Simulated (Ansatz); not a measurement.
# AlGaH2 (triplet): B2PLYP, RPA-PBE over vertical spin and charge gaps, 6-31G

How well do these functionals follow the top wave-function level for AlGaH2 (triplet) over vertical spin and charge gaps?

The runs use Ansatz 0.2.0, Gaussian basis; 6-31G, all electrons in the functionals, frozen cores in the correlation of double hybrids and RPA.

To be run: B2PLYP, RPA-PBE, at charge 0, triplet; charge 0, singlet; charge 0, quintet; charge 1, doublet; charge 1, quartet (not every functional at every point).

5 further runs of the same task are left out: 1 that didn't finish, 4 set aside as unsound or not needed.

**1. The system**

The geometry is a PBE0/def2-TZVP stationary point (not a proven minimum). No spin-orbit coupling is included. The filled d shell of Ga may be among the frozen orbitals whatever the setting's name suggests; the logs give the count.

4 atoms, charge 0, spin multiplicity 3.

Atoms are counted from 1 here; the program's logs count them from 0.

Bond lengths: Al1–Ga2 2.484 Å, Ga2–H3 1.566 Å, Ga2–H4 1.566 Å. Angles: Al1–Ga2–H3 116.1°, Al1–Ga2–H4 116.1°, H3–Ga2–H4 127.9°.

No dispersion term is added.

The geometry shown and the zero of energy belong to the point charge 0, triplet. The yardstick, FCI, and other wave-function levels (R restricted, U unrestricted, valence and pair active spaces) come from earlier runs.

**2. B2PLYP, charge 0, triplet**

Input file in.yaml:

```yaml
crystal:
  periodic: [false, false, false]
  atoms:
    - {symbol: Al, position_ang: [0.000000, 0.000000, 1.818997]}
    - {symbol: Ga, position_ang: [0.000000, 0.000000, -0.664806]}
    - {symbol: H, position_ang: [0.000000, 1.407254, -1.352806]}
    - {symbol: H, position_ang: [0.000000, -1.407254, -1.352806]}
basis:
  gaussian: {orbitals: 6-31G}
magnetization: {spin_polarized: true, initial_magnetization: 2}
hamiltonian: {xc: {name: B2PLYP}}
correlation: {electrons: outside_noble_gas}
```

On the command line:

```sh
$ ansatz run in.yaml --threads 1 --pin off --events-out ev --progress --plain --max-ram 4096MiB --backend cpu
```

The log of the run:

```text
Functional definition: B2PLYP
  name "B2PLYP"
  cite "Grimme, J. Chem. Phys. 124, 034108 (2006) doi:10.1063/1.2148954"
  cite "Becke, Phys. Rev. A 38, 3098 (1988) doi:10.1103/PhysRevA.38.3098"
  cite "Lee, Yang & Parr, Phys. Rev. B 37, 785 (1988) doi:10.1103/PhysRevB.37.785"
  parameter a = 0.53
  parameter c = 0.27
  exchange = (1 - a)*b88_x + a*exact_x
  correlation = (1 - c)*lyp_c + c*(mp2_os + mp2_ss)
452 factors; integrals over basis functions are off by at most 6.3e-4 eV
mean field evaluation 1: about -58978.8026 eV, gradient 7.6e0 eV
mean field evaluation 2: about -58978.8268 eV, gradient 7.6e0 eV
mean field evaluation 4: about -58979.5136 eV, gradient 7.5e-1 eV
mean field evaluation 8: about -58979.5450 eV, gradient 9.6e-2 eV
mean field evaluation 16: about -58979.5453 eV, gradient 1.8e-4 eV
mean field evaluation 32: about -58979.5453 eV, gradient 1.8e-6 eV
mean field -58979.54528998 eV, -2167.4583116351 hartree, gradient 1.8e-6 eV, S^2 2.004620; 2 other end points of the search recorded, 0 dependent functions left out
19 core orbitals not correlated: weight in the atoms' cores, before any rotation towards them, 0.994 or more for the frozen orbitals, at most 0.003 for the correlated occupied ones
reference -58979.54543103 eV, -2167.4583168186 hartree; 5, 3 occupied and 22, 24 virtual orbitals, 452 factors
second order -2.07020247 eV of doubles, -0.00000000 eV of singles
Total energy: -58980.10438570 eV, -2167.4788580238 hartree
```

Run time: 2.3 s. Hardware: 1 thread of AMD EPYC 7R13, shared host.

From the report: ⟨S²⟩ of the determinant 2.005 (pure triplet: 2.00).

**3. B2PLYP, charge 0, singlet**

in.yaml, as its differences from that of step 2:

```diff
@@ -9,3 +9,3 @@
   gaussian: {orbitals: 6-31G}
-magnetization: {spin_polarized: true, initial_magnetization: 2}
+magnetization: {spin_polarized: true, initial_magnetization: 0}
 hamiltonian: {xc: {name: B2PLYP}}
```

The command is unchanged.

The log of the run, cut to the lines that bear on the results:

```text
Functional definition: B2PLYP
  name "B2PLYP"
  cite "Grimme, J. Chem. Phys. 124, 034108 (2006) doi:10.1063/1.2148954"
  cite "Becke, Phys. Rev. A 38, 3098 (1988) doi:10.1103/PhysRevA.38.3098"
  cite "Lee, Yang & Parr, Phys. Rev. B 37, 785 (1988) doi:10.1103/PhysRevB.37.785"
[...]
452 factors; integrals over basis functions are off by at most 6.3e-4 eV
[...]
mean field -58979.73718615 eV, -2167.4653636894 hartree, gradient 7.8e-6 eV, S^2 0.526187; 9 other end points of the search recorded, 0 dependent functions left out
19 core orbitals not correlated: weight in the atoms' cores, before any rotation towards them, 0.994 or more for the frozen orbitals, at most 0.003 for the correlated occupied ones
reference -58979.73733019 eV, -2167.4653689826 hartree; 4, 4 occupied and 23, 23 virtual orbitals, 452 factors
second order -2.03120394 eV of doubles, -0.00000000 eV of singles
Total energy: -58980.28575525 eV, -2167.4855232320 hartree
```

Wall time 6 s (1 thread of AMD EPYC 7R13, shared host).

From the report: ⟨S²⟩ of the determinant 0.526 (pure singlet: 0.00). The determinant is far from a pure spin state, so its energy mixes those of several spin states (harmless only where they are near-degenerate, as at dissociation).

From charge 0, triplet: -4.2 kcal/mol.

**4. B2PLYP, charge 0, quintet**

in.yaml, as its differences from that of step 3:

```diff
@@ -9,3 +9,3 @@
   gaussian: {orbitals: 6-31G}
-magnetization: {spin_polarized: true, initial_magnetization: 0}
+magnetization: {spin_polarized: true, initial_magnetization: 4}
 hamiltonian: {xc: {name: B2PLYP}}
```

Launched as before.

The log of the run, cut to the lines that bear on the results:

```text
Functional definition: B2PLYP
  name "B2PLYP"
  cite "Grimme, J. Chem. Phys. 124, 034108 (2006) doi:10.1063/1.2148954"
  cite "Becke, Phys. Rev. A 38, 3098 (1988) doi:10.1103/PhysRevA.38.3098"
  cite "Lee, Yang & Parr, Phys. Rev. B 37, 785 (1988) doi:10.1103/PhysRevB.37.785"
[...]
452 factors; integrals over basis functions are off by at most 6.3e-4 eV
[...]
mean field -58975.64053418 eV, -2167.3148145062 hartree, gradient 6.1e-6 eV, S^2 6.002471; 5 other end points of the search recorded, 0 dependent functions left out
19 core orbitals not correlated: weight in the atoms' cores, before any rotation towards them, 0.993 or more for the frozen orbitals, at most 0.003 for the correlated occupied ones
reference -58975.64067473 eV, -2167.3148196715 hartree; 6, 2 occupied and 21, 25 virtual orbitals, 452 factors
second order -1.55130841 eV of doubles, -0.00000000 eV of singles
Total energy: -58976.05952800 eV, -2167.3302122452 hartree
```

Run time: 4.5 s. Hardware: 1 thread of AMD EPYC 7R13, shared host.

From the report: ⟨S²⟩ of the determinant 6.002 (pure quintet: 6.00).

From charge 0, triplet: +93.3 kcal/mol.

**5. B2PLYP, charge 1, doublet**

in.yaml, as its differences from that of step 4:

```diff
@@ -9,3 +9,4 @@
   gaussian: {orbitals: 6-31G}
-magnetization: {spin_polarized: true, initial_magnetization: 4}
+total_charge: 1
+magnetization: {spin_polarized: true, initial_magnetization: 1}
 hamiltonian: {xc: {name: B2PLYP}}
```

The command is unchanged.

The log of the run, cut to the lines that bear on the results:

```text
Functional definition: B2PLYP
  name "B2PLYP"
  cite "Grimme, J. Chem. Phys. 124, 034108 (2006) doi:10.1063/1.2148954"
  cite "Becke, Phys. Rev. A 38, 3098 (1988) doi:10.1103/PhysRevA.38.3098"
  cite "Lee, Yang & Parr, Phys. Rev. B 37, 785 (1988) doi:10.1103/PhysRevB.37.785"
[...]
452 factors; integrals over basis functions are off by at most 6.3e-4 eV
[...]
mean field -58973.22978816 eV, -2167.2262212241 hartree, gradient 3.6e-6 eV, S^2 0.758561; 2 other end points of the search recorded, 0 dependent functions left out
19 core orbitals not correlated: weight in the atoms' cores, before any rotation towards them, 0.994 or more for the frozen orbitals, at most 0.002 for the correlated occupied ones
reference -58973.22993536 eV, -2167.2262266334 hartree; 4, 3 occupied and 23, 24 virtual orbitals, 452 factors
second order -1.85149811 eV of doubles, -0.00000000 eV of singles
Total energy: -58973.72983984 eV, -2167.2445977845 hartree
```

It took 2 s on 1 thread of AMD EPYC 7R13, shared host.

From the report: ⟨S²⟩ of the determinant 0.759 (pure doublet: 0.75).

From charge 0, triplet: +147.0 kcal/mol.

**6. B2PLYP, charge 1, quartet**

in.yaml, as its differences from that of step 5:

```diff
@@ -10,3 +10,3 @@
 total_charge: 1
-magnetization: {spin_polarized: true, initial_magnetization: 1}
+magnetization: {spin_polarized: true, initial_magnetization: 3}
 hamiltonian: {xc: {name: B2PLYP}}
```

Same command.

The log of the run, cut to the lines that bear on the results:

```text
Functional definition: B2PLYP
  name "B2PLYP"
  cite "Grimme, J. Chem. Phys. 124, 034108 (2006) doi:10.1063/1.2148954"
  cite "Becke, Phys. Rev. A 38, 3098 (1988) doi:10.1103/PhysRevA.38.3098"
  cite "Lee, Yang & Parr, Phys. Rev. B 37, 785 (1988) doi:10.1103/PhysRevB.37.785"
[...]
452 factors; integrals over basis functions are off by at most 6.3e-4 eV
[...]
mean field -58969.28991009 eV, -2167.0814333755 hartree, gradient 2.8e-6 eV, S^2 3.754237; 6 other end points of the search recorded, 0 dependent functions left out
19 core orbitals not correlated: weight in the atoms' cores, before any rotation towards them, 0.993 or more for the frozen orbitals, at most 0.003 for the correlated occupied ones
reference -58969.29005413 eV, -2167.0814386689 hartree; 5, 2 occupied and 22, 25 virtual orbitals, 452 factors
second order -1.49224212 eV of doubles, -0.00000000 eV of singles
Total energy: -58969.69295950 eV, -2167.0962451682 hartree
```

Run time: 5.5 s. Hardware: 1 thread of AMD EPYC 7R13, shared host.

From the report: ⟨S²⟩ of the determinant 3.754 (pure quartet: 3.75).

From charge 0, triplet: +240.1 kcal/mol.

**7. RPA-PBE, charge 0, triplet**

in.yaml, as its differences from that of step 6:

```diff
@@ -9,5 +9,4 @@
   gaussian: {orbitals: 6-31G}
-total_charge: 1
-magnetization: {spin_polarized: true, initial_magnetization: 3}
-hamiltonian: {xc: {name: B2PLYP}}
-correlation: {electrons: outside_noble_gas}
+magnetization: {spin_polarized: true, initial_magnetization: 2}
+hamiltonian: {xc: {name: PBE}}
+correlation: {method: rpa, electrons: outside_noble_gas}
```

The command is unchanged.

The log of the run, cut to the lines that bear on the results:

```text
Functional definition: PBE
  name "PBE"
  cite "Perdew, Burke & Ernzerhof, Phys. Rev. Lett. 77, 3865 (1996) doi:10.1103/PhysRevLett.77.3865"
  parent pbe
[...]
452 factors; integrals over basis functions are off by at most 6.3e-4 eV
[...]
mean field -58983.29771034 eV, -2167.5962105398 hartree, gradient 2.1e-6 eV, S^2 2.001277; 4 other end points of the search recorded, 0 dependent functions left out
19 core orbitals not correlated: weight in the atoms' cores, before any rotation towards them, 0.987 or more for the frozen orbitals, at most 0.006 for the correlated occupied ones
reference -58936.71469551 eV, -2165.8843163201 hartree; 5, 3 occupied and 22, 24 virtual orbitals, 452 factors
Total energy: -58940.80944334 eV, -2166.0347955271 hartree
```

Run time: 3 s. Hardware: 1 thread of AMD EPYC 7R13, shared host.

From the report: ⟨S²⟩ of the determinant 2.001 (pure triplet: 2.00).

**8. RPA-PBE, charge 0, singlet**

in.yaml, as its differences from that of step 7:

```diff
@@ -9,3 +9,3 @@
   gaussian: {orbitals: 6-31G}
-magnetization: {spin_polarized: true, initial_magnetization: 2}
+magnetization: {spin_polarized: true, initial_magnetization: 0}
 hamiltonian: {xc: {name: PBE}}
```

Same command.

The log of the run, cut to the lines that bear on the results:

```text
Functional definition: PBE
  name "PBE"
  cite "Perdew, Burke & Ernzerhof, Phys. Rev. Lett. 77, 3865 (1996) doi:10.1103/PhysRevLett.77.3865"
  parent pbe
[...]
452 factors; integrals over basis functions are off by at most 6.3e-4 eV
[...]
mean field -58983.37604052 eV, -2167.5990891210 hartree, gradient 8.9e-7 eV, S^2 0.586473; 19 other end points of the search recorded, 0 dependent functions left out
19 core orbitals not correlated: weight in the atoms' cores, before any rotation towards them, 0.989 or more for the frozen orbitals, at most 0.006 for the correlated occupied ones
reference -58936.80321847 eV, -2165.8875694787 hartree; 4, 4 occupied and 23, 23 virtual orbitals, 452 factors
Total energy: -58940.90733582 eV, -2166.0383930095 hartree
```

Wall time 9.5 s (1 thread of AMD EPYC 7R13, shared host).

From the report: ⟨S²⟩ of the determinant 0.586 (pure singlet: 0.00). The determinant is far from a pure spin state, so its energy mixes those of several spin states (harmless only where they are near-degenerate, as at dissociation).

From charge 0, triplet: -2.3 kcal/mol.

**9. RPA-PBE, charge 0, quintet**

in.yaml, as its differences from that of step 8:

```diff
@@ -9,3 +9,3 @@
   gaussian: {orbitals: 6-31G}
-magnetization: {spin_polarized: true, initial_magnetization: 0}
+magnetization: {spin_polarized: true, initial_magnetization: 4}
 hamiltonian: {xc: {name: PBE}}
```

The command is unchanged.

The log of the run, cut to the lines that bear on the results:

```text
Functional definition: PBE
  name "PBE"
  cite "Perdew, Burke & Ernzerhof, Phys. Rev. Lett. 77, 3865 (1996) doi:10.1103/PhysRevLett.77.3865"
  parent pbe
[...]
452 factors; integrals over basis functions are off by at most 6.3e-4 eV
[...]
mean field -58979.38159215 eV, -2167.4522958508 hartree, gradient 1.4e-6 eV, S^2 6.000531; 10 other end points of the search recorded, 0 dependent functions left out
19 core orbitals not correlated: weight in the atoms' cores, before any rotation towards them, 0.986 or more for the frozen orbitals, at most 0.007 for the correlated occupied ones
reference -58933.61836679 eV, -2165.7705283384 hartree; 6, 2 occupied and 21, 25 virtual orbitals, 452 factors
Total energy: -58937.06364917 eV, -2165.8971401304 hartree
```

It took 5.5 s on 1 thread of AMD EPYC 7R13, shared host.

From the report: ⟨S²⟩ of the determinant 6.001 (pure quintet: 6.00).

From charge 0, triplet: +86.4 kcal/mol.

**10. RPA-PBE, charge 1, doublet**

in.yaml, as its differences from that of step 9:

```diff
@@ -9,3 +9,4 @@
   gaussian: {orbitals: 6-31G}
-magnetization: {spin_polarized: true, initial_magnetization: 4}
+total_charge: 1
+magnetization: {spin_polarized: true, initial_magnetization: 1}
 hamiltonian: {xc: {name: PBE}}
```

Same command.

The log of the run, cut to the lines that bear on the results:

```text
Functional definition: PBE
  name "PBE"
  cite "Perdew, Burke & Ernzerhof, Phys. Rev. Lett. 77, 3865 (1996) doi:10.1103/PhysRevLett.77.3865"
  parent pbe
[...]
452 factors; integrals over basis functions are off by at most 6.3e-4 eV
[...]
mean field -58976.57319902 eV, -2167.3490893068 hartree, gradient 1.9e-6 eV, S^2 0.752284; 0 other end points of the search recorded, 0 dependent functions left out
19 core orbitals not correlated: weight in the atoms' cores, before any rotation towards them, 0.989 or more for the frozen orbitals, at most 0.005 for the correlated occupied ones
reference -58930.76364104 eV, -2165.6656191020 hartree; 4, 3 occupied and 23, 24 virtual orbitals, 452 factors
Total energy: -58934.58066776 eV, -2165.8058922467 hartree
```

It took 1.5 s on 1 thread of AMD EPYC 7R13, shared host.

From the report: ⟨S²⟩ of the determinant 0.752 (pure doublet: 0.75).

From charge 0, triplet: +143.6 kcal/mol.

**11. The comparison**

The yardstick is full CI for this spin, exact in this basis with these frozen cores. It comes from earlier runs at the same points. Energies in kcal/mol, counted from charge 0, triplet; blanks weren't run or aren't comparable.

| level | triplet to singlet | triplet to quintet | ionisation to the doublet cation | ionisation to the quartet cation |
| --- | --- | --- | --- | --- |
| FCI | -1.0 | 82.6 | 142.3 | 230.3 |
| B2PLYP | -4.2 | 93.3 | 147.0 | 240.1 |
| RPA-PBE | -2.3 | 86.4 | 143.6 |  |

Largest miss and mean time a point (FCI took 31 s a point; shared hosts):

| level | largest miss (kcal/mol) | where | time a point |
| --- | --- | --- | --- |
| B2PLYP | +10.7 | triplet to quintet | 4.1 s |
| RPA-PBE | +3.8 | triplet to quintet | 4.9 s |

**12. Outcome**

```
                             quantity                                value
              triplet to singlet, FCI                        -1.0 kcal/mol
              triplet to quintet, FCI                        82.6 kcal/mol
ionisation to the doublet cation, FCI                       142.3 kcal/mol
ionisation to the quartet cation, FCI                       230.3 kcal/mol
                 largest miss, B2PLYP  +10.7 kcal/mol (triplet to quintet)
                largest miss, RPA-PBE   +3.8 kcal/mol (triplet to quintet)
```

In words: Misses are known at 4 of 4 points at best, and only functionals with that many are ranked. B2PLYP strays by up to 10.7 kcal/mol, at triplet to quintet. B2PLYP clearly breaks the spin symmetry at some points (⟨S²⟩ up to 0.53 above the pure value), so energy there is bought with a mixed spin. Functionals and the yardstick converge differently with the basis, so part of each miss in 6-31G is the basis.
